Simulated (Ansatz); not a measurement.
# TlGaSe2: how the settings move a single-point run

Aim: see which settings change the result for TlGaSe2, by how much, and at what cost. The cell is built on a prototype (ordering on rocksalt) and needn't be the phase found in nature.

Program: Ansatz 0.2.0. Level of theory: reference: DFT, r2SCAN, plane waves, PAW. These are calculated values, not measurements.

2 further runs of the same task are left out: 2 that didn't finish.

### Step 1. The system as given

Symmetry: P4/mmm, No. 123, tetragonal system. The conventional cell has a = 4.167 Å, b = 4.167 Å, c = 5.592 Å, α = 90.00°, β = 90.00°, γ = 90.00°. Tl (site symmetry 4/mmm) has 6 Se at 2.80 to 2.95 Å as nearest neighbours. Around Se (site symmetry 4/mmm) lie 2 Tl at 2.80 Å and 4 Ga at 2.95 Å. Around Ga (site symmetry 4/mmm) lie 6 Se at 2.80 to 2.95 Å. Se (site symmetry 4/mmm) has 2 Ga at 2.80 Å and 4 Tl at 2.95 Å as nearest neighbours.

Coordinates:

```
CELL_PARAMETERS angstrom
4.16656 0.00000 0.00000
0.00000 4.16656 0.00000
0.00000 0.00000 5.59187
ATOMIC_POSITIONS crystal
Tl 0.00000 0.00000 0.00000
Se 0.00000 0.00000 0.50000
Ga 0.50000 0.50000 0.50000
Se 0.50000 0.50000 0.00000
```

### Step 2. Reference

input.yaml

```yaml
crystal:
  lattice:
    - [4.1665597905, 0.0, 0.0]
    - [0.0, 4.1665597905, 0.0]
    - [0.0, 0.0, 5.5918656613]
  atoms:
    - { symbol: Tl, position: [0.0, 0.0, 0.0] }
    - { symbol: Se, position: [0.0, 0.0, 0.5] }
    - { symbol: Ga, position: [0.5, 0.5, 0.5] }
    - { symbol: Se, position: [0.5, 0.5, 0.0] }
kpoints:
  mp_grid: { grid: [4, 4, 4] }
hamiltonian:
  xc: r2scan
scf:
  occupations: { method: fermi_dirac, width: 0.02 }
  n_extra_bands: 5
output:
  forces: true
  stress: true
  eigenvalues: true
```

Launch:

```sh
ansatz run input.yaml --threads 4 --pin off --max-ram 3686MiB --backend cpu --events-out ev --progress --plain --runs-dir out
```

### Step 3. Changed: ecutwfc 300

input.yaml: that of step 2 with these lines changed.

```diff
@@ -21 +21,3 @@
   eigenvalues: true
+basis:
+  ecutwfc: 300
```

### Step 4. Variant: preconditioner none

input.yaml: that of step 2 with these lines changed.

```diff
@@ -17,2 +17,3 @@
   n_extra_bands: 5
+  mixing: { preconditioner: none }
 output:
```

### Step 5. A run with other settings

input.yaml: that of step 2 with these lines changed.

```diff
@@ -17,2 +17,4 @@
   n_extra_bands: 5
+  mixing: { beta: 1.0 }
+  max_iter: 50
 output:
```

### Step 7. A run with other settings

input.yaml: that of step 2 with these lines changed.

```diff
@@ -17,2 +17,3 @@
   n_extra_bands: 5
+  max_iter: 100
 output:
@@ -21 +22,4 @@
   eigenvalues: true
+magnetization:
+  spin_polarized: true
+  initial_magnetization: 6.0
```

(Steps that only read results are left out.)

Before running it: what results should come out? Wanted: for each run, ending; energy change; pressure; gap; force.

**Answer**, as computed:

| run | ending | energy change | pressure (GPa) | gap (eV) | force (eV/Å) | cycles | time |
| --- | --- | --- | --- | --- | --- | --- | --- |
| reference | converged | 0 | -0.1 | 0.00 | 0.00 | 8 | 5.1 s |
| 1: ecutwfc 300 | converged | +61.2 meV/atom | 0.0 | 0.00 | 0.00 | 8 | 2.3 s |
| 2: preconditioner none | converged | 0.0 meV/atom | -0.1 | 0.00 | 0.00 | 7 | 4.7 s |
| 3: mixing.beta 1.0 | converged | 0.0 meV/atom | -0.1 | 0.00 | 0.00 | 8 | 5.1 s |
| 4: spin_polarized true, initial_magnetization 6.0 | converged | 0.0 meV/atom | -0.1 | 0.00 | 0.00 | 21 | 19 s |

Residual by cycle in the longest SCF loop of each run; runs are numbered as in the table. The quantity is the density residual dr2, in eV.

| cycle | reference | run 1 | run 2 | run 3 | run 4 |
| --- | --- | --- | --- | --- | --- |
| 1 | 0.042 | 0.0322 | 0.042 | 0.042 | 4.32 |
| 3 | 0.0016 | 0.0012 | 0.00335 | 0.0016 | 0.508 |
| 5 | 9.2e-5 | 6.5e-5 | 1.4e-5 | 9.2e-5 | 0.0114 |
| 6 | 6.1e-6 | 4.8e-6 | 7.3e-7 | 6.1e-6 | 0.00131 |
| 8 | 2.1e-8 | 6.5e-9 | - | 2.1e-8 | 0.00445 |
| 10 | - | - | - | - | 5.6e-4 |
| 12 | - | - | - | - | 6.9e-5 |
| 14 | - | - | - | - | 3.6e-6 |
| 16 | - | - | - | - | 4.7e-8 |
| 17 | - | - | - | - | 5.3e-8 |
| 19 | - | - | - | - | 2.0e-10 |
| 21 | - | - | - | - | 8.7e-12 |

**Reading.** Of the converged runs whose energies compare with the reference's, «ecutwfc 300» moves the energy most (+61.2 meV/atom). Run 1 ran under the cutoff that the potentials recommend, as the log warns, so basis error is mixed into its values, and swamps them where the cutoff is far short. Of the variants the dearest is «spin_polarized true, initial_magnetization 6.0» (19 s), the cheapest «ecutwfc 300» (2.3 s), on a shared host.
